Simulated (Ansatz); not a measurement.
**CH₄ClInO: how energies converge with the basis set**

Aim: see how fast density functionals converge with the basis set for CH₄ClInO.

Computed with Ansatz 0.2.0, Gaussian basis. Level: one geometry, several basis sets.

Levels to be run: PBE0-D4/def2-SVP; ωB97M-V/def2-SVP; PBE0-D4/def2-QZVPP; ωB97M-V/def2-QZVPP; the functionals' def2-TZVPP values are taken from earlier runs.

## (1) The relaxed structure

All runs share one geometry, relaxed beforehand with PBE0-D4 in a triple-zeta def2 set. In takes the def2 core potential; no spin-orbit term is included.

SMILES `C[O][InH][Cl]`, 8 atoms, charge 0, spin multiplicity 1.

Atoms are counted from 1 here; the program's logs count them from 0.

Bond lengths: C1–O2 1.406 Å, C1–H5 1.097 Å, C1–H6 1.096 Å, C1–H7 1.096 Å, O2–In3 1.962 Å, In3–Cl4 2.332 Å, In3–H8 1.688 Å. Angles: O2–C1–H5 113.5°, O2–C1–H6 109.7°, O2–C1–H7 109.7°, H5–C1–H6 107.9°, H5–C1–H7 107.9°, H6–C1–H7 108.0°, C1–O2–In3 124.2°, O2–In3–Cl4 110.2°, O2–In3–H8 125.6°, Cl4–In3–H8 124.2°.

Geometry (Å):

```mol
CH4ClInO
  3D, bonds by distance, orders not assigned

  8  7  0  0  0  0  0  0  0  0999 V2000
    0.4428    1.2401    0.0365 C   0  0
    0.5476    0.0351    0.7542 O   0  0
   -0.3661   -1.6283    0.2551 In  0  0
   -1.6299   -1.3048   -1.6775 Cl  0  0
   -0.2062    1.1701   -0.8447 H   0  0
    0.0419    2.0245    0.6887 H   0  0
    1.4365    1.5561   -0.3012 H   0  0
   -0.2666   -3.0929    1.0887 H   0  0
  1  2  8  0
  2  3  8  0
  3  4  8  0
  1  5  8  0
  1  6  8  0
  1  7  8  0
  3  8  8  0
M  END
```

## (2) PBE0-D4 in def2-SVP

Input file in.yaml:

```yaml
crystal:
  periodic: [false, false, false]
  atoms:
    - {symbol: C, position_ang: [0.442801, 1.240081, 0.036534]}
    - {symbol: O, position_ang: [0.547571, 0.035107, 0.754240]}
    - {symbol: In, position_ang: [-0.366085, -1.628272, 0.255144]}
    - {symbol: Cl, position_ang: [-1.629910, -1.304784, -1.677464]}
    - {symbol: H, position_ang: [-0.206239, 1.170055, -0.844687]}
    - {symbol: H, position_ang: [0.041929, 2.024527, 0.688744]}
    - {symbol: H, position_ang: [1.436525, 1.556138, -0.301178]}
    - {symbol: H, position_ang: [-0.266602, -3.092852, 1.088676]}
basis:
  gaussian: {orbitals: def2-SVP}
hamiltonian: {xc: pbe0, dispersion: d4}
output: {orbitals: {seedname: orbitals}}
```

Further steps of the session: ωB97M-V in def2-SVP; PBE0-D4 in def2-QZVPP; ωB97M-V in def2-QZVPP.

Before running them: what should the planned runs give, taken together? Wanted: PBE0-D4: double and triple zeta above quadruple; ωB97M-V: double and triple zeta above quadruple.

As calculated:

| quantity | value |
| --- | --- |
| PBE0-D4: double and triple zeta above quadruple | 8.96, 0.61 eV |
| ωB97M-V: double and triple zeta above quadruple | 9.04, 0.59 eV |

PBE0-D4 gains 8.35 eV from double to triple zeta, then 0.61 eV more. Total energies overstate the basis error of differences, where much of it tends to cancel.
